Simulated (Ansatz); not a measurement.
**C5H13GaO: a ladder of functionals and wavefunction methods**

The task here is to estimate one member of a computed series from the others.

Method: functionals in def2-TZVPP, the program's frozen cores in correlated methods; program: Ansatz 0.2.0, Gaussian basis.

Plan: LDA (SPW92), PBE-D4, revPBE-D4, BLYP-D4, r2SCAN-D4, B97M-V, PBE0-D4, B3LYP-D4, r2SCANh-D4, r2SCAN0-D4, HSE06-D4, BHLYP-D4, CAM-B3LYP-D4, LC-ωPBE, ωB97X-V, ωB97M-V, B2PLYP, PBE-QIDH; CCSD(T)/def2-SVP; CCSD(T)/def2-TZVPP; MP2/def2-QZVPP; extrapolation to the limit; RPA on PBE.

### The geometry

All runs share one geometry, relaxed beforehand with PBE0-D4 in a triple-zeta def2 set.

SMILES `CCO[C](C)(C)[GaH2]`, 20 atoms, charge 0, spin multiplicity 1.

Atoms are counted from 1 here; the program's logs count them from 0.

Bond lengths: C1–C2 1.507 Å, C1–H8 1.092 Å, C1–H9 1.091 Å, C1–H10 1.092 Å, C2–O3 1.400 Å, C2–H11 1.108 Å, C2–H12 1.099 Å, O3–C4 1.423 Å, C4–C5 1.520 Å, C4–C6 1.521 Å, C4–Ga7 2.019 Å, C5–H13 1.097 Å, C5–H14 1.092 Å, C5–H15 1.092 Å, C6–H16 1.093 Å, C6–H17 1.093 Å, C6–H18 1.097 Å, Ga7–H19 1.575 Å and more. Angles: C2–C1–H8 110.3°, C2–C1–H9 110.6°, C2–C1–H10 110.5°, H8–C1–H9 108.3°, H8–C1–H10 108.4°, H9–C1–H10 108.7°, C1–C2–O3 108.9°, C1–C2–H11 109.9°, C1–C2–H12 110.4°, O3–C2–H11 109.8°, O3–C2–H12 111.2°, H11–C2–H12 106.7°, C2–O3–C4 115.3°, O3–C4–C5 111.7°, O3–C4–C6 105.1°, O3–C4–Ga7 110.8°, C5–C4–C6 110.0°, C5–C4–Ga7 113.3° and more.

Set-up of the first run:

in.yaml

```yaml
crystal:
  periodic: [false, false, false]
  atoms:
    - {symbol: C, position_ang: [1.010071, -1.970482, -1.798171]}
    - {symbol: C, position_ang: [0.870434, -0.635261, -1.112475]}
    - {symbol: O, position_ang: [-0.342636, -0.609375, -0.414847]}
    - {symbol: C, position_ang: [-0.493696, 0.468946, 0.501294]}
    - {symbol: C, position_ang: [-0.529283, 1.810957, -0.212208]}
    - {symbol: C, position_ang: [-1.822848, 0.214437, 1.195371]}
    - {symbol: Ga, position_ang: [0.903500, 0.375293, 1.956058]}
    - {symbol: H, position_ang: [0.180773, -2.128970, -2.490258]}
    - {symbol: H, position_ang: [1.005470, -2.779753, -1.065985]}
    - {symbol: H, position_ang: [1.943865, -2.014116, -2.362851]}
    - {symbol: H, position_ang: [1.712113, -0.482861, -0.408490]}
    - {symbol: H, position_ang: [0.923432, 0.179412, -1.847824]}
    - {symbol: H, position_ang: [-1.322910, 1.813131, -0.969767]}
    - {symbol: H, position_ang: [0.412576, 2.053424, -0.709773]}
    - {symbol: H, position_ang: [-0.734866, 2.613736, 0.499708]}
    - {symbol: H, position_ang: [-2.030328, 0.978078, 1.950051]}
    - {symbol: H, position_ang: [-1.843403, -0.768645, 1.673079]}
    - {symbol: H, position_ang: [-2.637169, 0.239605, 0.461391]}
    - {symbol: H, position_ang: [1.572584, -1.003581, 2.319499]}
    - {symbol: H, position_ang: [1.222331, 1.646024, 2.836207]}
basis:
  gaussian: {orbitals: def2-TZVPP}
hamiltonian: {xc: lda}
output: {orbitals: {seedname: orbitals}}
```

Launch:

```sh
$ ansatz run in.yaml --threads 2 --pin off --events-out ev --progress --plain --max-ram 32768MiB --backend cuda --devices 0, --max-vram 18GiB
```

Among the steps run: LDA; PBE-D4 (GGA); revPBE-D4 (GGA); BLYP-D4 (GGA); r2SCAN-D4 (meta-GGA); B97M-V (meta-GGA); B3LYP-D4 (hybrid); r2SCANh-D4 (hybrid); r2SCAN0-D4 (hybrid); HSE06-D4 (hybrid); BHLYP-D4 (hybrid); CAM-B3LYP-D4 (range-separated); LC-ωPBE (range-separated); ωB97X-V (range-separated); ωB97M-V (range-separated); B2PLYP (double hybrid); PBE-QIDH (double hybrid).

One table of the session follows, with a row left open; its other results are not shown here.

It belongs to the step «Orbital energies across the functionals». 

```
  functional  HOMO (eV)  LUMO (eV)  gap (eV)
 LDA (SPW92)          ?          ?         ?
      PBE-D4      -5.25      -2.27      2.98
   revPBE-D4      -5.19      -2.12      3.06
     BLYP-D4      -5.17      -2.21      2.95
   r2SCAN-D4      -5.47      -2.02      3.45
      B97M-V      -5.63      -2.26      3.37
     PBE0-D4      -6.50      -1.46      5.04
    B3LYP-D4      -6.33      -1.74      4.59
  r2SCANh-D4      -5.95      -1.74      4.21
  r2SCAN0-D4      -6.66      -1.32      5.34
    HSE06-D4      -6.11      -1.83      4.27
    BHLYP-D4      -7.69      -0.71      6.99
CAM-B3LYP-D4      -7.85      -0.58      7.27
     LC-ωPBE      -9.10       0.63      9.73
     ωB97X-V      -8.80       0.44      9.25
     ωB97M-V      -8.72       0.21      8.93
```

**Question.** Estimate the row for LDA (SPW92).

The run gave: HOMO (eV): -5.40; LUMO (eV): -2.58; gap (eV): 2.82. In the column «HOMO (eV)» it lies between r2SCAN-D4 (-5.47) and PBE-D4 (-5.25).
